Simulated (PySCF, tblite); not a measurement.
# C₅H₁₅GeNSi: geometry, infrared bands and NMR shifts

Wanted: the infrared bands and NMR shifts of C₅H₁₅GeNSi (`C=CC[C@@H](NC)[GeH2][SiH3]`), by calculation.

Computed with tblite 0.8.0 and PySCF 2.14.0, with density-fitted response routines of our own, on a single molecule in the gas phase. Atoms count from 0, in the outputs and in this text.

**1. The molecule as given**

23 atoms, charge 0, multiplicity 1; geometry from: force field or distance geometry start.

Bonds of the start (Å): C0–C1 1.33, C1–C2 1.49, C2–C3 1.51, C3–N4 1.43, N4–C5 1.45, C3–Ge6 1.94, Ge6–Si7 2.31, C0–H8 1.10, C0–H9 1.09, C1–H10 1.08, C2–H11 1.10, C2–H12 1.12, C3–H13 1.11, N4–H14 1.04, C5–H15 1.12, C5–H16 1.12, C5–H17 1.10, Ge6–H18 1.56, Ge6–H19 1.56, Si7–H20 1.46, Si7–H21 1.48, Si7–H22 1.46.

**2. Relaxing the molecule with GFN2-xTB**

Job settings and geometry (Å):

```
{"job": {"kind": "relax", "xc": "GFN2-xTB", "basis": "xTB"}, "charge": 0, "multiplicity": 1}
C     -2.507800    -1.776900     0.385700
C     -1.966300    -0.896600    -0.450600
C     -1.382100     0.373600     0.067500
C      0.075100     0.388800    -0.312000
N      0.665000     1.598700     0.173700
C     -0.005800     2.720500    -0.457600
Ge     0.864900    -1.215200     0.447100
Si     3.140800    -1.229200     0.033600
H     -2.580100    -1.608800     1.471200
H     -2.926200    -2.700900    -0.025300
H     -1.900600    -1.077100    -1.510700
H     -1.461400     0.468600     1.160800
H     -1.917300     1.261400    -0.359800
H      0.198000     0.379500    -1.411200
H      0.602000     1.682700     1.211300
H      0.770200     3.465900    -0.765600
H     -0.524300     2.361000    -1.383200
H     -0.743200     3.161600     0.223800
H      0.146900    -2.424900    -0.230300
H      0.594600    -1.238800     1.978300
H      3.838800    -0.752900     1.229200
H      3.395500    -0.349900    -1.134100
H      3.618300    -2.564000    -0.331800
```

On the command line:

```console
> OMP_NUM_THREADS=1 python probes_run.py task.json out
```

This one command runs all jobs of the session in turn.

What it wrote:

```text
step      E/eV     max force
  0    -676.50082    1.491
  1    -676.64266    0.778
  2    -676.73003    0.690
  3    -676.77522    0.755
  4    -676.81828    0.516
  5    -676.85818    0.435
  6    -676.89034    0.390
  7    -676.92789    0.486
  8    -676.96414    0.447
  9    -676.99037    0.304
 10    -677.00683    0.278
 11    -677.02250    0.279
 12    -677.04250    0.384
 13    -677.06264    0.323
 14    -677.07524    0.186
 15    -677.08182    0.149
 16    -677.08714    0.197
 17    -677.09270    0.209
 18    -677.09776    0.154
 19    -677.10176    0.157
 20    -677.10546    0.161
 21    -677.10994    0.207
 22    -677.11525    0.185
 23    -677.12017    0.174
 24    -677.12382    0.149
 25    -677.12652    0.112
 26    -677.12878    0.101
 27    -677.13091    0.097
 28    -677.13326    0.138
 29    -677.13624    0.152
 30    -677.13978    0.177
 31    -677.14312    0.119
 32    -677.14579    0.108
 33    -677.14823    0.106
 34    -677.15089    0.144
 35    -677.15361    0.130
 36    -677.15602    0.118
 37    -677.15815    0.106
 38    -677.16028    0.101
 39    -677.16228    0.109
 40    -677.16367    0.088
 41    -677.16438    0.082
 42    -677.16516    0.076
 43    -677.16604    0.072
 44    -677.16803    0.068
 45    -677.16874    0.071
 46    -677.16983    0.073
 47    -677.17065    0.064
 48    -677.17160    0.070
 49    -677.17224    0.057
 50    -677.17278    0.051
 51    -677.17332    0.061
 52    -677.17402    0.087
 53    -677.17481    0.092
 54    -677.17558    0.069
 55    -677.17627    0.061
 56    -677.17683    0.061
 57    -677.17745    0.079
 58    -677.17806    0.066
 59    -677.17886    0.053
 60    -677.17942    0.059
 61    -677.18030    0.067
 62    -677.18098    0.067
 63    -677.18154    0.058
 64    -677.18199    0.051
 65    -677.18251    0.071
 66    -677.18310    0.083
 67    -677.18366    0.070
 68    -677.18410    0.044
 69    -677.18443    0.039
 70    -677.18472    0.052
 71    -677.18498    0.063
 72    -677.18525    0.060
 73    -677.18549    0.035
 74    -677.18578    0.034
 75    -677.18600    0.041
 76    -677.18638    0.057
 77    -677.18670    0.053
 78    -677.18698    0.039
 79    -677.18723    0.038
 80    -677.18748    0.049
 81    -677.18774    0.051
 82    -677.18800    0.040
 83    -677.18827    0.034
 84    -677.18854    0.043
 85    -677.18881    0.054
 86    -677.18907    0.046
 87    -677.18927    0.033
 88    -677.18943    0.026
 89    -677.18955    0.028
 90    -677.18967    0.030
 91    -677.18978    0.025
 92    -677.18987    0.023
 93    -677.18994    0.024
 94    -677.19002    0.028
 95    -677.19011    0.027
 96    -677.19020    0.019
 97    -677.19026    0.013
 98    -677.19029    0.011
 99    -677.19031    0.010
100    -677.19033    0.011
101    -677.19035    0.014
102    -677.19037    0.012
103    -677.19039    0.007
```

Run time: 4.7 s. Hardware: 1 thread of AMD EPYC, shared host; peak memory 0.18 GiB.

Along the way: (not every step is listed)

```csv
step,energy from step 0 (eV),largest force (eV/Å)
0,0.0000,1.4909
1,-0.1418,0.7776
2,-0.2292,0.6904
3,-0.2744,0.7545
4,-0.3175,0.5163
5,-0.3574,0.4355
6,-0.3895,0.3899
7,-0.4271,0.4861
8,-0.4633,0.4468
17,-0.5919,0.2085
26,-0.6280,0.1014
35,-0.6528,0.1296
44,-0.6672,0.0680
53,-0.6740,0.0921
62,-0.6802,0.0673
71,-0.6842,0.0628
80,-0.6867,0.0489
89,-0.6887,0.0283
98,-0.6895,0.0109
99,-0.6895,0.0103
100,-0.6895,0.0114
101,-0.6895,0.0139
102,-0.6896,0.0121
103,-0.6896,0.0073
```

Distances of close pairs at the start and the end, largest changes first:

```csv
bond,before (Å),after (Å),change (Å)
C3–Ge6,1.942,2.002,+0.060
Ge6–H18,1.561,1.516,-0.045
Ge6–H19,1.555,1.518,-0.037
C5–H16,1.120,1.090,-0.030
C5–H15,1.119,1.090,-0.030
C2–C3,1.506,1.535,+0.029
Ge6–Si7,2.313,2.339,+0.026
N4–H14,1.043,1.017,-0.026
```

The end geometry stands in the next job.

**3. Harmonic vibrations with GFN2-xTB**

Job settings and geometry (Å):

```
{"job": {"kind": "ir", "xc": "GFN2-xTB", "basis": "xTB"}, "charge": 0, "multiplicity": 1}
C     -2.815069    -1.849148     0.420816
C     -2.270825    -0.928614    -0.353620
C     -1.572363     0.289891     0.145871
C     -0.099280     0.286440    -0.285712
N      0.659767     1.449594     0.147949
C      0.344252     2.693315    -0.527917
Ge     0.975653    -1.250508     0.415815
Si     3.251189    -0.963816    -0.042992
H     -2.802105    -1.762156     1.495229
H     -3.302718    -2.720308     0.017279
H     -2.298637    -1.034557    -1.431303
H     -1.626952     0.328944     1.237868
H     -2.068577     1.180353    -0.257157
H     -0.056387     0.269375    -1.380703
H      0.520490     1.567904     1.148743
H      1.015010     3.469809    -0.161327
H      0.517896     2.561364    -1.596312
H     -0.690468     3.034168    -0.384163
H      0.372626    -2.558857    -0.056634
H      0.663059    -1.308395     1.900021
H      3.966660    -0.441972     1.121342
H      3.443028    -0.042430    -1.161272
H      3.869000    -2.243411    -0.401742
```

What it wrote:

```text
mode    cm-1     km/mol
  1      12.6      0.17
  2      22.5      0.14
  3      45.4      0.09
  4      54.2      0.14
  5      67.3      0.42
  6     105.6      2.26
  7     143.0      1.79
  8     174.8      1.30
  9     207.0      1.23
 10     289.0      4.67
 11     309.8     34.83
 12     323.9     11.30
 13     376.9      1.02
 14     400.9      5.12
 15     441.5      2.55
 16     472.0     32.91
 17     477.2      6.78
 18     581.6      2.31
 19     620.2    222.37
 20     646.7    383.69
 21     670.0     35.55
 22     781.0    372.88
 23     784.9    224.90
 24     791.3    133.39
 25     824.8    107.64
 26     882.8    123.51
 27     889.2     24.82
 28     920.6      3.38
 29     966.1      3.22
 30     989.8      7.90
 31    1015.5     12.49
 32    1043.0      9.38
 33    1069.9     15.57
 34    1104.2     22.46
 35    1128.0      7.93
 36    1151.4     18.17
 37    1190.7      6.68
 38    1251.8      4.36
 39    1260.3      4.81
 40    1296.7      2.09
 41    1318.3      5.41
 42    1405.9     20.12
 43    1414.8      5.82
 44    1419.0     10.42
 45    1474.3      1.83
 46    1491.6      5.20
 47    1500.2      2.08
 48    1714.5     13.13
 49    1844.9    357.08
 50    1917.0    541.50
 51    2235.1    295.87
 52    2256.7    263.93
 53    2269.0    279.97
 54    2876.9     79.29
 55    2902.7     49.78
 56    2915.5     83.87
 57    2950.1     41.19
 58    3003.5     32.46
 59    3009.7     41.86
 60    3043.4     43.98
 61    3094.8     19.49
 62    3122.5     52.66
 63    3330.6     14.57
```

Wall time 5.2 s (1 thread of AMD EPYC, shared host); peak memory 0.18 GiB.

Which atoms move in the most intense modes:

```csv
cm⁻¹,km/mol,atoms
647,383.7,"H19 24 %, H18 23 %, C1 12 %"
781,372.9,"H21 39 %, H20 37 %"
785,224.9,"H21 43 %, H22 31 %, H20 17 %"
1845,357.1,"H19 56 %, H18 43 %"
1917,541.5,"H18 56 %, H19 43 %"
2235,295.9,H22 97 %
2257,263.9,H20 95 %
2269,280.0,H21 95 %
```

**4. Nuclear shieldings: PBE0/pcSseg-1**

Same as in step 3 but for these lines:

```diff
@@ -1,2 +1,2 @@
-{"job": {"kind": "ir", "xc": "GFN2-xTB", "basis": "xTB"}, "charge": 0, "multiplicity": 1}
+{"job": {"kind": "nmr", "xc": "PBE0", "basis": "pcSseg-1"}, "charge": 0, "multiplicity": 1}
 C     -2.815069    -1.849148     0.420816
```

Method: GIAO PBE0/pcSseg-1 NMR shielding, non-relativistic, gas phase.

What it wrote:

```text
coarse grid: 81928 points
cycle   1  E = -2619.7246102024  dE = -8.903e-02  |g| = 9.059e-01  |ddm| = 4.275e+00
cycle   2  E = -2619.7086689652  dE =  1.594e-02  |g| = 8.977e-01  |ddm| = 1.074e+00
cycle   3  E = -2619.7993626000  dE = -9.069e-02  |g| = 1.056e-01  |ddm| = 6.706e-01
cycle   4  E = -2619.8009743567  dE = -1.612e-03  |g| = 4.544e-02  |ddm| = 1.358e-01
cycle   5  E = -2619.8014611758  dE = -4.868e-04  |g| = 8.053e-03  |ddm| = 5.141e-02
cycle   6  E = -2619.8014749764  dE = -1.380e-05  |g| = 2.845e-03  |ddm| = 1.130e-02
cycle   7  E = -2619.8014768755  dE = -1.899e-06  |g| = 9.815e-04  |ddm| = 3.175e-03
final grid: 172576 points
cycle   8  E = -2619.8014425188  dE =  3.399e-07  |g| = 1.615e-03  |ddm| = 3.175e-03
cycle   9  E = -2619.8014411369  dE =  1.382e-06  |g| = 2.838e-03  |ddm| = 3.632e-03
cycle  10  E = -2619.8014431823  dE = -2.045e-06  |g| = 1.086e-04  |ddm| = 2.283e-03
cycle  11  E = -2619.8014431855  dE = -3.121e-09  |g| = 2.445e-05  |ddm| = 1.479e-04
cycle  12  E = -2619.8014431855  dE = -7.913e-11  |g| = 4.030e-06  |ddm| = 2.317e-05
converged SCF energy = -2619.8014431855

GIAO shielding tensors (ppm)
atom      isotropic    diamagn.    paramagn.     s11        s22        s33       span
  0 C       62.741     253.491    -190.751    -51.346     82.078    157.490    208.835
  1 C       40.178     258.102    -217.924    -84.240     44.789    159.985    244.225
  2 C      142.641     250.247    -107.606    116.483    149.362    162.078     45.595
  3 C      130.825     252.533    -121.708    107.759    123.496    161.219     53.460
  4 N      214.777     322.706    -107.929    177.501    203.590    263.239     85.738
  5 C      148.516     245.109     -96.593    123.464    135.977    186.108     62.645
  6 Ge    1572.686    2759.668   -1186.982   1455.931   1554.610   1707.517    251.586
  7 Si     462.289     880.180    -417.891    452.317    459.822    474.728     22.411
  8 H       26.203      31.934      -5.731     22.006     25.834     30.768      8.761
  9 H       26.421      28.635      -2.214     23.023     25.588     30.652      7.629
 10 H       25.719      32.427      -6.707     22.355     25.515     29.288      6.933
 11 H       30.092      34.928      -4.836     27.946     28.709     33.620      5.674
 12 H       28.192      32.501      -4.309     23.262     28.488     32.828      9.566
 13 H       29.300      36.420      -7.119     28.204     28.322     31.374      3.170
 14 H       32.088      36.842      -4.754     23.672     33.824     38.769     15.098
 15 H       28.899      28.544       0.355     24.220     26.321     36.155     11.935
 16 H       29.592      30.441      -0.848     25.255     27.645     35.877     10.623
 17 H       28.626      30.160      -1.534     23.140     27.294     35.444     12.304
 18 H       27.471      32.005      -4.534     19.094     24.570     38.749     19.655
 19 H       28.266      32.660      -4.394     22.181     24.293     38.324     16.142
 20 H       28.218      28.460      -0.242     24.252     25.978     34.424     10.172
 21 H       28.250      28.870      -0.619     23.918     27.296     33.538      9.620
 22 H       28.305      28.208       0.097     24.273     25.666     34.976     10.703
```

It took 3.8 min on 1 thread of AMD EPYC, shared host; peak memory 1.1 GiB.

Shifts follow as δ = σ(reference) − σ, with reference shieldings (ppm) from runs at the same level and on the same kind of geometry: 1H TMS 31.72, 13C TMS 186.9, 29Si TMS 349.2, 15N NH3 267.7, 73Ge GeMe4 1331. The references are single molecules in the gas phase, so shifts against H2O, NH3, PH3, H3PO4 or CFCl3 are not on the usual liquid scales and can be off by tens of ppm. Atoms listed in one row are averaged.

```csv
atoms,environment,σ (ppm),δ (ppm)
C1,alkene CH,40.2,146.7
C0,terminal =CH2 carbon,62.7,124.2
C3,sp3 CH bonded to Ge and N,130.8,56.1
C2,allylic sp3 CH2,142.6,44.3
C5,methyl carbon bonded to N,148.5,38.4
H10,hydrogen on an alkene CH,25.72,6.00
H8,hydrogen on a terminal =CH2 carbon,26.20,5.51
H9,hydrogen on a terminal =CH2 carbon,26.42,5.30
H18,"hydrogen on a germanium bonded to C, Si",27.47,4.25
H12,hydrogen on an allylic sp3 CH2,28.19,3.52
"H20, H21, H22",hydrogen on a silicon bonded to Ge,28.26,3.46
H19,"hydrogen on a germanium bonded to C, Si",28.27,3.45
"H15, H16, H17",hydrogen on a methyl carbon bonded to N,29.04,2.68
H13,hydrogen on an sp3 CH bonded to Ge and N,29.30,2.42
H11,hydrogen on an allylic sp3 CH2,30.09,1.63
H14,hydrogen on an amine nitrogen,32.09,-0.37
N4,amine nitrogen,214.8,53.0
Ge6,"germanium bonded to C, Si, 2 H",1573,-242
Si7,"silicon bonded to Ge, 3 H",462.3,-113.1
```

Charges from the same density, by scheme (e):

```csv
atoms,Mulliken,IAO,Hirshfeld,ESP fit
C0,-0.13,-0.32,-0.10,-0.44
C1,-0.25,-0.13,-0.04,-0.11
C2,-0.10,-0.27,-0.08,-0.27
C3,-0.37,-0.21,-0.05,0.11
N4,-0.49,-0.41,-0.16,-0.53
C5,-0.10,-0.30,-0.07,-0.19
Ge6,0.06,0.32,0.22,0.04
Si7,0.40,0.32,0.21,0.20
```

Mayer bond orders: C0–C1 1.98, C1–C2 1.03, C2–C3 0.98, C3–N4 0.95, N4–C5 0.99, C3–Ge6 0.84, Ge6–Si7 0.90.

The fields below are evaluated on a grid from the run's orbitals.

Frontier orbitals at PBE0/pcSseg-1, with the share of their density that lies nearest to each atom:

```csv
orbital,energy (eV),lies on
HOMO,-6.32,"N4 49 %; C3 8 %; H14, H17 about 6 % each"
LUMO,0.29,"C0, C1 about 19 % each; Ge6 6 %; H8, H9, H10 about 6 % each"
```

ELF in a plane through or near 8 of the atoms.

Values, 10 rows by 14 columns:
```
0.00 0.00 0.00 0.00 0.00 0.00 0.00 0.00 0.00 0.00 0.00 0.00 0.00 0.00
0.00 0.00 0.00 0.00 0.01 0.03 0.03 0.09 0.00 0.00 0.00 0.00 0.00 0.00
0.00 0.00 0.00 0.01 0.98 0.98 0.89 1.00 0.03 0.01 0.00 0.00 0.00 0.00
0.00 0.00 0.00 0.00 0.09 0.44 0.69 0.05 0.89 0.98 0.01 0.00 0.00 0.00
0.00 0.00 0.00 0.00 0.48 0.95 0.64 0.56 0.29 0.52 0.16 0.26 0.00 0.00
0.00 0.00 0.03 0.20 0.13 0.09 0.64 0.78 0.21 0.49 0.76 0.58 0.09 0.00
0.00 0.01 0.25 0.47 0.29 0.93 0.43 0.18 0.04 0.63 0.43 0.83 0.18 0.00
0.00 0.00 0.08 0.48 0.38 0.56 0.38 0.96 0.67 0.03 0.13 0.32 0.01 0.00
0.00 0.00 0.02 0.61 0.49 0.01 0.02 0.18 0.04 0.00 0.00 0.00 0.00 0.00
0.00 0.00 0.00 0.00 0.00 0.00 0.00 0.00 0.00 0.00 0.00 0.00 0.00 0.00
```
The map spans 13.0 Å across and 11.5 Å up, centred on the molecule. Atoms in the plane (x, y in Å): C0 (3.2, -1.0), C2 (1.4, 0.7), N4 (-1.0, 1.2), C5 (-1.1, 2.5), Ge6 (-0.6, -1.5), H12 (1.6, 1.7), H15 (-1.9, 3.0), H17 (-0.2, 3.1).

log10 of the density (e/Å³) in the same plane.

Values, 10 rows by 14 columns:
```
-4.0 -4.0 -4.0 -4.0 -4.0 -4.0 -4.0 -4.0 -4.0 -4.0 -4.0 -4.0 -4.0 -4.0
-4.0 -4.0 -4.0 -4.0 -2.8 -2.4 -2.2 -2.4 -3.2 -4.0 -4.0 -4.0 -4.0 -4.0
-4.0 -4.0 -4.0 -2.8 -1.0  0.0  0.0 -0.5 -1.9 -2.6 -3.6 -4.0 -4.0 -4.0
-4.0 -4.0 -4.0 -3.1 -1.4 -0.2  0.1 -1.1 -0.7 -0.8 -2.4 -3.6 -4.0 -4.0
-4.0 -4.0 -3.5 -2.8 -1.4  0.0  0.5 -0.1  0.4 -0.2 -1.4 -2.0 -3.2 -4.0
-4.0 -3.2 -2.2 -1.3 -1.2 -1.1 -0.3 -0.2 -0.6 -0.2  0.0 -0.7 -2.1 -3.8
-4.0 -2.8 -1.5 -0.4  0.4 -0.2  2.1 -0.2 -1.3 -0.8  0.1 -0.3 -1.9 -3.6
-4.0 -3.0 -1.8 -0.7 -0.6 -0.8 -0.7 -0.5 -1.3 -2.0 -1.7 -1.7 -2.7 -4.0
-4.0 -3.7 -2.7 -1.8 -1.7 -2.3 -2.3 -2.2 -2.6 -3.6 -3.9 -4.0 -4.0 -4.0
-4.0 -4.0 -3.9 -3.3 -3.3 -3.7 -4.0 -4.0 -4.0 -4.0 -4.0 -4.0 -4.0 -4.0
```
The map spans 13.0 Å across and 11.5 Å up, centred on the molecule. Atoms in the plane (x, y in Å): C0 (3.2, -1.0), C2 (1.4, 0.7), N4 (-1.0, 1.2), C5 (-1.1, 2.5), Ge6 (-0.6, -1.5), H12 (1.6, 1.7), H15 (-1.9, 3.0), H17 (-0.2, 3.1).

On the surface of density 0.002 e/bohr³ the electrostatic potential runs, from the 1st to the 99th percentile, from -0.97 V near N4 to 1.21 V near H14.

**5. Results**

| quantity | value |
| --- | --- |
| strongest single infrared mode (GFN2-xTB) | 1917 cm⁻¹, 542 km/mol |
| zero-point energy (GFN2-xTB) | 111.9 kcal/mol |
| 13C shifts against TMS (PBE0/pcSseg-1) | 146.7, 124.2, 56.1, 44.3, 38.4 ppm |
| 1H shifts against TMS (PBE0/pcSseg-1, means over atoms taken as alike) | 6.00, 5.51, 5.30, 4.25, 3.52, 3.46, 3.45, 2.68, 2.42, 1.63, -0.37 ppm |
| 15N shifts against NH3 (PBE0/pcSseg-1) | 53.0 ppm |
| 73Ge shifts against GeMe4 (PBE0/pcSseg-1) | -242 ppm |
| 29Si shifts against TMS (PBE0/pcSseg-1) | -113.1 ppm |
| surface potential, 1st and 99th percentile | -0.97 V and 1.21 V |

In words: The optimisation took 103 steps and gained 0.690 eV; among the close pairs (by a distance rule), C3–Ge6 changed most, from 1.942 to 2.002 Å. All 63 modes are real, so the xTB geometry is a minimum. The strongest single mode, at 1917 cm⁻¹, moves mainly H18 and H19. Unscaled tight-binding wavenumbers are off by several per cent, some by more. Its intensities can rank the bands wrongly. C1 (alkene CH) lies farthest downfield among carbon, at 146.7 ppm; as expected for a trigonal carbon in a double bond. The most deshielded hydrogen is H10 (hydrogen on an alkene CH), at 6.00 ppm: olefinic region. Spin-orbit coupling is left out, which matters for shieldings and couplings at and beside the heavy atoms.
